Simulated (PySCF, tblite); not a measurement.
# BGeH₅P radical: geometry, infrared bands and EPR parameters

What infrared bands and EPR parameters should BGeH₅P radical (`[BH][PH][GeH3]`) show?

The runs use tblite 0.8.0 and PySCF 2.14.0, with density-fitted response routines of our own; the level of theory stands in each step. All values are computed, except where a source is named. Atoms count from 0, in the outputs and in this text.

**1. Starting geometry**

8 atoms, charge 0, multiplicity 2; geometry from: force field or distance geometry start.

Bonds of the start (Å): B0–P1 1.91, P1–Ge2 2.25, B0–H3 1.15, P1–H4 1.42, Ge2–H5 1.57, Ge2–H6 1.56, Ge2–H7 1.55.

**2. Optimising the geometry with GFN2-xTB**

What the job is given:

```
{"job": {"kind": "relax", "xc": "GFN2-xTB", "basis": "xTB"}, "charge": 0, "multiplicity": 2}
B      2.260400    -0.128800     0.534900
P      0.770000     0.904700    -0.066700
Ge    -1.217700    -0.134300     0.033800
H      2.380000    -1.275800     0.491100
H      1.005500     1.717400    -1.203800
H     -1.921200    -0.159800    -1.371500
H     -2.114500     0.683800     1.019600
H     -1.153400    -1.597800     0.537900
```

Launch:

```
> OMP_NUM_THREADS=1 python probes_run.py task.json out
```

The driver reads the jobs from task.json and runs them one after another.

The log of the run:

```text
step      E/eV     max force
  0    -220.17449    2.572
  1    -220.37672    1.839
  2    -220.51367    3.358
  3    -220.62068    1.095
  4    -220.68011    0.963
  5    -220.90590    0.809
  6    -220.94562    0.590
  7    -220.96344    0.343
  8    -220.97620    0.275
  9    -220.98261    0.290
 10    -220.99250    0.293
 11    -220.99987    0.297
 12    -221.00599    0.291
 13    -221.01190    0.336
 14    -221.01836    0.308
 15    -221.02336    0.232
 16    -221.02601    0.127
 17    -221.02742    0.129
 18    -221.02893    0.115
 19    -221.03082    0.175
 20    -221.03276    0.161
 21    -221.03418    0.109
 22    -221.03514    0.092
 23    -221.03607    0.108
 24    -221.03703    0.115
 25    -221.03766    0.094
 26    -221.03800    0.046
 27    -221.03821    0.039
 28    -221.03846    0.046
 29    -221.03880    0.062
 30    -221.03909    0.057
 31    -221.03922    0.028
 32    -221.03925    0.012
 33    -221.03926    0.011
 34    -221.03928    0.017
 35    -221.03931    0.026
 36    -221.03936    0.029
 37    -221.03939    0.018
 38    -221.03941    0.013
 39    -221.03943    0.017
 40    -221.03946    0.022
 41    -221.03952    0.037
 42    -221.03961    0.045
 43    -221.03972    0.036
 44    -221.03978    0.025
 45    -221.03981    0.021
 46    -221.03985    0.020
 47    -221.03992    0.034
 48    -221.04005    0.046
 49    -221.04022    0.045
 50    -221.04035    0.032
 51    -221.04041    0.022
 52    -221.04045    0.020
 53    -221.04051    0.029
 54    -221.04063    0.039
 55    -221.04080    0.042
 56    -221.04094    0.033
 57    -221.04100    0.016
 58    -221.04102    0.016
 59    -221.04104    0.019
 60    -221.04110    0.026
 61    -221.04122    0.044
 62    -221.04139    0.055
 63    -221.04156    0.043
 64    -221.04169    0.032
 65    -221.04180    0.035
 66    -221.04202    0.053
 67    -221.04260    0.112
 68    -221.04402    0.248
 69    -221.04530    0.352
 70    -221.04326    0.375
 71    -221.05013    0.299
 72    -221.05219    0.220
 73    -221.05540    0.091
 74    -221.05614    0.156
 75    -221.05760    0.081
 76    -221.05813    0.053
 77    -221.05887    0.078
 78    -221.05926    0.058
 79    -221.06014    0.059
 80    -221.06073    0.056
 81    -221.06112    0.072
 82    -221.06136    0.060
 83    -221.06156    0.022
 84    -221.06163    0.015
 85    -221.06164    0.009
```

Wall time 0.31 s (1 thread of Arm Neoverse V1, shared host).

Step by step: (not every step is listed)

```
step  energy from step 0 (eV)  largest force (eV/Å)
   0                   0.0000                2.5718
   1                  -0.2022                1.8391
   2                  -0.3392                3.3578
   3                  -0.4462                1.0953
   4                  -0.5056                0.9629
   5                  -0.7314                0.8089
   6                  -0.7711                0.5902
   7                  -0.7889                0.3425
   8                  -0.8017                0.2752
  15                  -0.8489                0.2320
  22                  -0.8607                0.0917
  29                  -0.8643                0.0620
  36                  -0.8649                0.0289
  43                  -0.8652                0.0361
  50                  -0.8659                0.0322
  57                  -0.8665                0.0163
  64                  -0.8672                0.0318
  71                  -0.8756                0.2986
  78                  -0.8848                0.0580
  80                  -0.8862                0.0563
  81                  -0.8866                0.0723
  82                  -0.8869                0.0603
  83                  -0.8871                0.0217
  84                  -0.8871                0.0147
  85                  -0.8872                0.0094
```

Close pairs (by a distance rule), those that changed most:

```
  bond  before (Å)  after (Å)  change (Å)
 B0–P1       1.911      1.789      -0.122
Ge2–H5       1.572      1.507      -0.065
Ge2–H6       1.564      1.504      -0.060
Ge2–H7       1.549      1.501      -0.048
P1–Ge2       2.245      2.291      +0.046
 P1–H4       1.417      1.404      -0.014
 B0–H3       1.154      1.159      +0.005
```

The next job starts from the end point, and lists it.

**3. Vibrational analysis with GFN2-xTB**

What the job is given:

```
{"job": {"kind": "ir", "xc": "GFN2-xTB", "basis": "xTB"}, "charge": 0, "multiplicity": 2}
B      2.071335    -0.254646    -0.218333
P      0.886979     0.901422     0.460975
Ge    -1.127862    -0.123167     0.085299
H      2.393430    -1.321417     0.099626
H      0.708242     1.882610    -0.526519
H     -1.335911    -0.746083    -1.270825
H     -2.230210     0.885173     0.255515
H     -1.356945    -1.214479     1.089698
```

The log of the run:

```text
mode    cm-1     km/mol
  1      71.9      0.05
  2      84.7      0.31
  3     343.9     10.61
  4     362.2     25.65
  5     426.6     46.90
  6     455.6     42.63
  7     527.0     46.19
  8     653.1     53.34
  9     750.2    603.12
 10     809.5     48.51
 11     839.8    138.23
 12     862.5     47.81
 13     867.1     52.46
 14    1891.4    113.39
 15    1980.7    456.88
 16    2016.4    382.41
 17    2108.7    249.00
 18    2725.8    130.19
```

Wall time 0.13 s (1 thread of Arm Neoverse V1, shared host).

Which atoms move in the most intense modes:

```
cm⁻¹  km/mol                               atoms
 653    53.3           H4 62 %, B0 13 %, H3 10 %
 750   603.1  H7 30 %, H6 29 %, H5 25 %, H4 12 %
 840   138.2           H6 40 %, H7 39 %, H5 17 %
1891   113.4           H5 50 %, H6 31 %, H7 19 %
1981   456.9                    H6 47 %, H5 46 %
2016   382.4                    H7 74 %, H6 21 %
2109   249.0                             H4 96 %
2726   130.2                             H3 91 %
```

**4. g tensor and hyperfine couplings: B3LYP/def2-TZVP-core+pcH-1**

The job, as its differences from that of step 3:

```diff
@@ -1,2 +1,2 @@
-{"job": {"kind": "ir", "xc": "GFN2-xTB", "basis": "xTB"}, "charge": 0, "multiplicity": 2}
+{"job": {"kind": "epr", "basis": "pcH-1"}, "charge": 0, "multiplicity": 2}
 B      2.071335    -0.254646    -0.218333
```

Level: UKS B3LYP, def2-TZVP-core on Ge, pcH-1 on B H P, non-relativistic, mean-field spin-orbit, GIAO.

The log of the run:

```text
UKS, coarse grid
  cycle   1  E = -2446.13383220  |g| = 1.32e+00
  cycle   2  E = -2446.10566448  |g| = 8.41e-01
  cycle   3  E = -2446.17657041  |g| = 3.62e-01
  cycle   4  E = -2446.19840305  |g| = 2.95e-02
  cycle   5  E = -2446.19883467  |g| = 1.42e-02
  cycle   6  E = -2446.19898424  |g| = 2.50e-03
  cycle   7  E = -2446.19899018  |g| = 1.25e-03
  cycle   8  E = -2446.19899090  |g| = 3.41e-04
UKS, final grid
  cycle   1  E = -2446.19898158  |g| = 1.95e-04
  cycle   2  E = -2446.19898161  |g| = 1.72e-04
  cycle   3  E = -2446.19898163  |g| = 6.49e-05
  cycle   4  E = -2446.19898164  |g| = 2.47e-05
E = -2446.19898164 Eh   <S^2> = 0.7533 (exact 0.7500)
g shifts (ppm)      1          2          3
  rmc           -91        -91        -91
  gc              7          9         13
  oz_so       -1465        864        982
  total       -1549        782        904
hyperfine (MHz)  atom isotope    a_iso     a_fc   dipolar eigenvalues
    0   11B     287.39     287.43    -42.69    -41.30     84.00
    1   31P     -63.89     -63.75    -22.38    -15.30     37.68
    2  73Ge     -19.79     -19.96     -3.32      1.45      1.87
    3    1H       0.93       0.94    -20.31     -0.40     20.71
    4    1H      92.08      92.09     -4.10     -2.44      6.53
    5    1H      -3.71      -3.71     -1.62     -0.88      2.50
    6    1H      24.35      24.34     -1.04     -0.52      1.56
    7    1H      -0.96      -0.96     -1.48     -0.86      2.34
```

Run time: 61 s. Hardware: 1 thread of Arm Neoverse V1, shared host; peak memory 0.88 GiB.

Principal g values 2.00077, 2.00310, 2.00322; g(iso) = 2.00236, against 2.00232 for a free electron.

Hyperfine couplings; where a row names several nuclei, a(iso) is their mean (it holds for fast rotation or exchange) and the dipolar term the largest among them:

```
    nuclei  isotope  a(iso) (MHz)  a(iso) (G, at g = 2.0023)  largest dipolar term (MHz)
        B0      11B         287.4                      102.5                        84.0
        H4       1H          92.1                       32.9                         6.5
        P1      31P         -63.9                      -22.8                        37.7
       Ge2     73Ge         -19.8                       -7.1                        -3.3
H5, H6, H7       1H           6.6                        2.3                         2.5
        H3       1H           0.9                        0.3                        20.7
```

Mulliken spin populations:

```
atom  value (e)
  B0       0.96
  P1      -0.02
 Ge2       0.04
  H3      -0.02
  H4       0.03
  H5       0.00
  H6       0.01
  H7       0.00
```

In first order the couplings over 0.8 MHz of 11B, 1H, 31P give 128 distinct lines over 370.7 G, if the averaged nuclei exchange fast; the same motion can average rows kept apart here too.

Orbitals, density, ELF and potential are computed afterwards from the orbital file.

ELF in a plane through or near 5 of the atoms.

Ten even steps from '0' (0.00) to '9' (1.00):
```
0000000000000000000000000000
0000000000000000000000000000
0000000000000000000000000000
0000000000000000000000000000
0000013431000001233100000000
0000499997100013777420000000
0002799999200024788520000000
0002799999310024556310000000
0002489976432321551221000000
0014577162875623663366410000
0026787105976751562899962000
0026788888622675127999983000
0004676544445642249999972000
0001232113899951016999930000
0000000003999971001576300000
0000000002899971000000000000
0000000000478730000000000000
0000000000011100000000000000
0000000000000000000000000000
0000000000000000000000000000
```
The map spans 10.1 Å across and 9.1 Å up, centred on the molecule. Atoms in the plane (x, y in Å): B0 (-2.1, 0.1), Ge2 (1.1, 0.2), H3 (-2.5, 1.2), H4 (-0.6, -2.0), H6 (2.3, -0.7).

On the surface of density 0.002 e/bohr³ the electrostatic potential runs, from the 1st to the 99th percentile, from -0.57 V near B0 to 1.12 V near H4.

The spin density lies nearest to B0 74 %; H3 9 %; P1 7 %.

**5. Outcome**

```
                                                                  quantity                 value
                                 strongest single infrared mode (GFN2-xTB)  750 cm⁻¹, 603 km/mol
                                              zero-point energy (GFN2-xTB)         25.4 kcal/mol
                                                            g(iso) (B3LYP)               2.00236
                                                                      ⟨S²⟩    0.753 (exact 0.75)
                                        largest a(iso) (averaged by class)  11B on B0, 287.4 MHz
potential on the surface of density 0.002 e/bohr³, 1st and 99th percentile    -0.57 V and 1.12 V
```

In words: Relaxing lowered the energy by 0.887 eV in 85 steps; the close pair that moved most is B0–P1, from 1.911 to 1.789 Å. All 18 modes are real, so the xTB geometry is a minimum. The strongest single mode, at 750 cm⁻¹, moves mainly H7, H6 and H5. Unscaled tight-binding wavenumbers are off by several per cent, some by more. Its intensities can rank the bands wrongly. B0 carries the largest spin population, 0.96 e. The isotropic g lies 0.0 ppt above the free-electron value. The hyperfine terms hold no scalar relativity, which the heavier nuclei need. These values are for one conformer; the search (at its own cheap level) found 1 more, at 1.32 kcal/mol, and measured spectra average over such forms.
